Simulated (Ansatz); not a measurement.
# CH6INSi: up Jacob's ladder to CCSD(T)

Aim: compute CH6INSi with functionals from several rungs and with coupled cluster. The yardstick is the atomisation energy at the CCSD(T) limit.

Computed with Ansatz 0.2.0, Gaussian basis. Level: functionals in def2-TZVPP, the program's frozen cores in correlated methods.

The runs, in order: LDA (SPW92), PBE-D4, revPBE-D4, BLYP-D4, r2SCAN-D4, B97M-V, PBE0-D4, B3LYP-D4, r2SCANh-D4, r2SCAN0-D4, HSE06-D4, BHLYP-D4, CAM-B3LYP-D4, LC-ωPBE, ωB97X-V, ωB97M-V, B2PLYP, PBE-QIDH; CCSD(T)/def2-SVP; CCSD(T)/def2-TZVPP; MP2/def2-QZVPP; extrapolation to the limit; RPA on PBE.

1 further run of the same task is left out (for a known fault of the program). Runs told in other sessions of the task aren't counted.

### Step 1. Structure used throughout

All runs share one geometry, relaxed beforehand with PBE0-D4 in a triple-zeta def2 set. I takes the def2 core potential; no spin-orbit term is included.

SMILES `C[SiH](N)I`, 10 atoms, charge 0, spin multiplicity 1.

Atoms are counted from 1 here; the program's logs count them from 0.

Bond lengths: C1–Si2 1.855 Å, C1–H5 1.093 Å, C1–H6 1.093 Å, C1–H7 1.091 Å, Si2–N3 1.708 Å, Si2–I4 2.482 Å, Si2–H8 1.481 Å, N3–H9 1.008 Å, N3–H10 1.009 Å. Angles: Si2–C1–H5 110.6°, Si2–C1–H6 110.0°, Si2–C1–H7 110.5°, H5–C1–H6 108.7°, H5–C1–H7 107.9°, H6–C1–H7 109.0°, C1–Si2–N3 110.2°, C1–Si2–I4 106.8°, C1–Si2–H8 113.9°, N3–Si2–I4 113.9°, N3–Si2–H8 107.5°, I4–Si2–H8 104.6°, Si2–N3–H9 119.0°, Si2–N3–H10 119.3°, H9–N3–H10 110.4°.

### Step 2. LDA

This LDA is Slater exchange with PW92 correlation.

Input file in.yaml:

```yaml
crystal:
  periodic: [false, false, false]
  atoms:
    - {symbol: C, position_ang: [-0.715462, 1.218705, -0.042764]}
    - {symbol: Si, position_ang: [-0.068538, -0.487048, -0.380156]}
    - {symbol: N, position_ang: [1.480894, -0.676783, 0.312877]}
    - {symbol: I, position_ang: [-1.760107, -2.081653, 0.489365]}
    - {symbol: H, position_ang: [-0.798489, 1.393372, 1.032523]}
    - {symbol: H, position_ang: [-0.040633, 1.965685, -0.468364]}
    - {symbol: H, position_ang: [-1.707284, 1.345046, -0.480043]}
    - {symbol: H, position_ang: [0.045015, -0.812446, -1.820122]}
    - {symbol: H, position_ang: [2.023477, -1.494593, 0.081551]}
    - {symbol: H, position_ang: [1.624226, -0.421583, 1.278134]}
basis:
  gaussian: {orbitals: def2-TZVPP}
hamiltonian: {xc: lda}
output: {orbitals: {seedname: orbitals}}
```

On the command line:

```
> ansatz run in.yaml --threads 4 --pin off --events-out ev --progress --plain --max-ram 10444MiB
```

Further steps of the session: PBE-D4 (GGA); revPBE-D4 (GGA); BLYP-D4 (GGA); r2SCAN-D4 (meta-GGA); B97M-V (meta-GGA); B3LYP-D4 (hybrid); r2SCANh-D4 (hybrid); r2SCAN0-D4 (hybrid); HSE06-D4 (hybrid); BHLYP-D4 (hybrid); CAM-B3LYP-D4 (range-separated); LC-ωPBE (range-separated); ωB97X-V (range-separated); ωB97M-V (range-separated); B2PLYP (double hybrid); PBE-QIDH (double hybrid); CCSD(T) in def2-SVP; CCSD(T) in def2-TZVPP; MP2 in def2-QZVPP; RPA on PBE orbitals.

**Question.** What will the summary of the whole plan be? Wanted: atomisation energy, CCSD(T)/CBS; farthest beyond LDA; mean size of error, GGA; mean size of error, meta-GGA; mean size of error, hybrid; mean size of error, range-separated; mean size of error, double hybrid; gap, smallest and largest; T1 diagnostic.

As calculated:

| quantity | value |
| --- | --- |
| atomisation energy, CCSD(T)/CBS | 3422.4 kJ/mol |
| functionals within 34.2 kJ/mol (1.0 %) | PBE-D4, BLYP-D4, r2SCAN-D4, B97M-V, PBE0-D4, B3LYP-D4, r2SCANh-D4, HSE06-D4, CAM-B3LYP-D4, ωB97X-V, ωB97M-V |
| farthest beyond LDA | BHLYP-D4 (-85.6 kJ/mol) |
| mean size of error, GGA | 35.0 kJ/mol |
| mean size of error, meta-GGA | 16.0 kJ/mol |
| mean size of error, hybrid | 36.0 kJ/mol |
| mean size of error, range-separated | 14.4 kJ/mol |
| mean size of error, double hybrid | 47.3 kJ/mol |
| gap, smallest and largest | 5.35 eV (BLYP-D4), 12.22 eV (LC-ωPBE) |
| T1 diagnostic | 0.0088 |
| triples share of the correlation energy | 3.0 % |

**Reading.** LDA overbinds by 423.5 kJ/mol (12 %). PBE-D4 is off by +22.0 kJ/mol. Double hybrids carry the basis error of their MP2 part in triple zeta, and no dispersion term here, so their miss is partly the set-up's. The rungs range-separated, meta-GGA miss on average by less than the doubt on the reference (34.2 kJ/mol), so they tie. The reference freezes the cores and leaves out spin-orbit coupling and excitations past (T), and its outer-core shells are covered unevenly, so misses under about 34.2 kJ/mol can't be ranked. All levels share the lack of spin-orbit coupling, which lowers the free heavy atoms and so the true binding. Hartree-Fock recovers 73 % of the binding; the rest is correlation. CCSD(T) in def2-SVP is off by -258.1 kJ/mol, which most functionals beat. The gap grows from 5.3 to 12.2 eV across the functionals, mostly with the share of exact exchange. Correlated methods include outer-core shells of I, which these sets cover unevenly.
